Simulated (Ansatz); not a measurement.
# TiRe: how the settings move a single-point run

Question: which choices in the input matter for TiRe?

Method: reference: DFT, PBEsol, PAW with Ansatz's default frozen-core files, scalar-relativistic, in Ansatz 0.2.0.

## (1) The starting structure

Symmetry: Pm-3m, No. 221, cubic system. The conventional cell has a = 3.118 Å, b = 3.118 Å, c = 3.118 Å, α = 90.00°, β = 90.00°, γ = 90.00°. Ti (site symmetry m-3m) is surrounded by 8 Re at 2.70 Å. Re (site symmetry m-3m) has 8 Ti at 2.70 Å as nearest neighbours.

Coordinates:

```
CELL_PARAMETERS angstrom
3.11800 0.00000 0.00000
0.00000 3.11800 0.00000
0.00000 0.00000 3.11800
ATOMIC_POSITIONS crystal
Ti 0.50000 0.50000 0.50000
Re 0.00000 0.00000 0.00000
```

## (2) Baseline

input.yaml

```yaml
crystal:
  lattice:
    - [3.118, 0.0, 0.0]
    - [0.0, 3.118, 0.0]
    - [0.0, 0.0, 3.118]
  atoms:
    - { symbol: Ti, position: [0.5, 0.5, 0.5] }
    - { symbol: Re, position: [0.0, 0.0, 0.0] }
kpoints:
  mp_grid: { grid: [10, 10, 10] }
scf:
  occupations: { method: fermi_dirac, width: 0.05 }
hamiltonian:
  xc: pbesol
  pseudopotentials: { kind: paw }
output:
  forces: true
  stress: true
  eigenvalues: true
  efg: { contact_densities: true }
  populations: true
```

The run is started by

```bash
$ ansatz run input.yaml --threads 1 --pin off --max-ram 2048MiB --backend cpu --events-out ev --progress --plain --runs-dir out
```

## (3) Changed: structure, hubbard.sites [{species: Ti, l: d, u_eff: 4.0}], hubbard.double_counting fll, spin_polarized true, xc_grid 3

Edit input.yaml of step 2 so:

```diff
@@ -6,4 +6,4 @@
   atoms:
-    - { symbol: Ti, position: [0.5, 0.5, 0.5] }
-    - { symbol: Re, position: [0.0, 0.0, 0.0] }
+    - { symbol: Ti, position: [0.485, 0.485, 0.485], spin: 1.0 }
+    - { symbol: Re, position: [0.015, 0.015, 0.015], spin: 1.0 }
 kpoints:
@@ -15,2 +15,3 @@
   pseudopotentials: { kind: paw }
+  hubbard: { sites: [{ species: Ti, l: d, u_eff: 4.0 }], double_counting: fll }
 output:
@@ -21 +22,5 @@
   populations: true
+magnetization:
+  spin_polarized: true
+basis:
+  xc_grid: 3
```

Q: Predict the outcome of this session. Wanted: for each run, ending; energy change; pressure; gap; force.

The runs gave:

| run | ending | energy change | pressure (GPa) | gap (eV) | force (eV/Å) | cycles | time |
| --- | --- | --- | --- | --- | --- | --- | --- |
| reference | converged | 0 | -7.7 | 0.00 | 0.00 | 6 | 4.6 s |
| 1: structure, hubbard.sites [{species: Ti, l: d, u_eff: 4.0}], hubbard.double_counting fll, spin_polarized true, xc_grid 3 | converged | +2.09 eV/atom (U changed: no physical gain or loss) | -1.1 | 0.00 | 1.71 | 20 | 40 s |

Residual by cycle in the longest SCF loop of each run; runs are numbered as in the table. The quantity is the density residual dr2, in eV.

| cycle | reference | run 1 |
| --- | --- | --- |
| 1 | 0.0214 | 3.73 |
| 3 | 1.3e-4 | 0.112 |
| 4 | 5.8e-6 | 0.0259 |
| 6 | 2.0e-9 | 0.024 |
| 8 | - | 0.00138 |
| 10 | - | 3.0e-4 |
| 11 | - | 2.4e-4 |
| 13 | - | 7.1e-5 |
| 15 | - | 5.1e-6 |
| 17 | - | 5.1e-8 |
| 18 | - | 3.2e-9 |
| 20 | - | 3.1e-11 |

**Reading.** Changing the structure, Hubbard U, spin polarisation and numerical grids moves the energy by +2.09 eV/atom, and the pressure goes from -7.7 to -1.1 GPa and the largest force goes from 0.00 to 1.71 eV/Å. The U term adds an energy of its own, so the shift says nothing about which run is better. Cost: 20 SCF cycles against 6, 40 s against 4.6 s. A changed U is a change of model: its shifts are not errors of convergence.
